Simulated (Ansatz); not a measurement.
**C2H4BN: ionisation energy by level of theory**

An exercise on one series of results from a longer session: the logs are not shown, and one member is left open.

The runs use Ansatz 0.2.0, Gaussian basis; unrestricted cation, the program's frozen cores in correlated methods.

Levels to be run: UKS PBE-D4/def2-TZVPP; UKS r2SCAN-D4/def2-TZVPP; UKS PBE0-D4/def2-TZVPP; UKS B3LYP-D4/def2-TZVPP; UKS wB97X-V/def2-TZVPP; UKS wB97M-V/def2-TZVPP; UKS B2PLYP/def2-TZVPP; UHF-MP2/def2-TZVPP; UHF-MP2/def2-QZVPP; then −ε(HOMO) from the neutral's earlier runs with LDA (SPW92), PBE-D4, revPBE-D4, BLYP-D4, r2SCAN-D4, B97M-V, PBE0-D4, B3LYP-D4, r2SCANh-D4, r2SCAN0-D4, HSE06-D4, BHLYP-D4, CAM-B3LYP-D4, LC-ωPBE, ωB97X-V, ωB97M-V.

1 further run of the same task is left out (it didn't finish).

## The geometry

The geometry comes from an earlier relaxation with PBE0-D4 in a triple-zeta def2 set; it is a stationary point, not always the lowest conformer.

8 atoms, charge 0, spin multiplicity 1.

Atoms are counted from 1 here; the program's logs count them from 0.

Bond lengths: B1–C2 1.521 Å, B1–H5 1.197 Å, B1–H6 1.196 Å, C2–C3 1.480 Å, C2–N4 1.594 Å, C2–H7 1.088 Å, C3–N4 1.229 Å, C3–H8 1.082 Å. Angles: C2–B1–H5 120.4°, C2–B1–H6 119.5°, H5–B1–H6 120.1°, B1–C2–C3 120.1°, B1–C2–N4 118.3°, B1–C2–H7 121.9°, C3–C2–N4 46.9°, C3–C2–H7 114.7°, N4–C2–H7 112.2°, C2–C3–N4 71.4°, C2–C3–H8 146.9°, N4–C3–H8 141.7°, C2–N4–C3 61.7°.

Coordinates:

```xyz
8
C2H4BN
B    -0.4307    1.1532   -0.2810
C     0.5236   -0.0241   -0.1475
C     0.0323   -1.3253    0.3579
N     0.6302   -0.7530    1.2657
H    -0.2907    1.9485   -1.1642
H    -1.3395    1.2657    0.4886
H     1.4546   -0.0754   -0.7079
H    -0.4877   -2.2467    0.1324
```

The first run:

in.yaml

```yaml
crystal:
  periodic: [false, false, false]
  atoms:
    - {symbol: B, position_ang: [-0.430688, 1.153240, -0.281024]}
    - {symbol: C, position_ang: [0.523561, -0.024067, -0.147532]}
    - {symbol: C, position_ang: [0.032274, -1.325315, 0.357880]}
    - {symbol: N, position_ang: [0.630241, -0.752965, 1.265680]}
    - {symbol: H, position_ang: [-0.290674, 1.948458, -1.164192]}
    - {symbol: H, position_ang: [-1.339528, 1.265661, 0.488631]}
    - {symbol: H, position_ang: [1.454562, -0.075440, -0.707851]}
    - {symbol: H, position_ang: [-0.487749, -2.246672, 0.132409]}
basis:
  gaussian: {orbitals: def2-TZVPP}
total_charge: 1
magnetization: {spin_polarized: true, initial_magnetization: 1}
hamiltonian: {xc: pbe, dispersion: d4}
```

On the command line:

```sh
ansatz run in.yaml --threads 2 --pin off --events-out ev --progress --plain --max-ram 4352MiB
```

Steps of the session up to this table: Cation, UKS PBE-D4/def2-TZVPP; Cation, UKS r2SCAN-D4/def2-TZVPP; Cation, UKS PBE0-D4/def2-TZVPP; Cation, UKS B3LYP-D4/def2-TZVPP; Cation, UKS wB97X-V/def2-TZVPP; Cation, UKS wB97M-V/def2-TZVPP; Cation, UKS B2PLYP (frozen core)/def2-TZVPP; Cation, UHF-MP2/def2-TZVPP; Cation, UHF-MP2/def2-QZVPP.

One of the session's tables, all rows but one given; the rest of the session is left out.

It belongs to the step «Ionisation energies side by side». Orbital estimates, from the neutral's runs:

| functional | −ε(HOMO) (eV) |
| --- | --- |
| LDA (SPW92) | 7.29 |
| PBE-D4 | 7.11 |
| revPBE-D4 | 7.05 |
| BLYP-D4 | ? |
| r2SCAN-D4 | 7.31 |
| B97M-V | 7.41 |
| PBE0-D4 | 8.32 |
| B3LYP-D4 | 8.08 |
| r2SCANh-D4 | 7.77 |
| r2SCAN0-D4 | 8.46 |
| HSE06-D4 | 7.92 |
| BHLYP-D4 | 9.38 |
| CAM-B3LYP-D4 | 9.64 |
| LC-ωPBE | 10.99 |
| ωB97X-V | 10.62 |
| ωB97M-V | 10.54 |

Q: Estimate the row for BLYP-D4 from the others.

Worked estimate for «−ε(HOMO) (eV)». Against the share of exact exchange, B3LYP-D4 (0.2, 8.08), BHLYP-D4 (0.5, 9.38) give a slope of 4.33 per unit share; at 0 the line stands at 7.21.

The run gave: −ε(HOMO) (eV): 6.96. In «−ε(HOMO) (eV)» the line misses by +0.25.
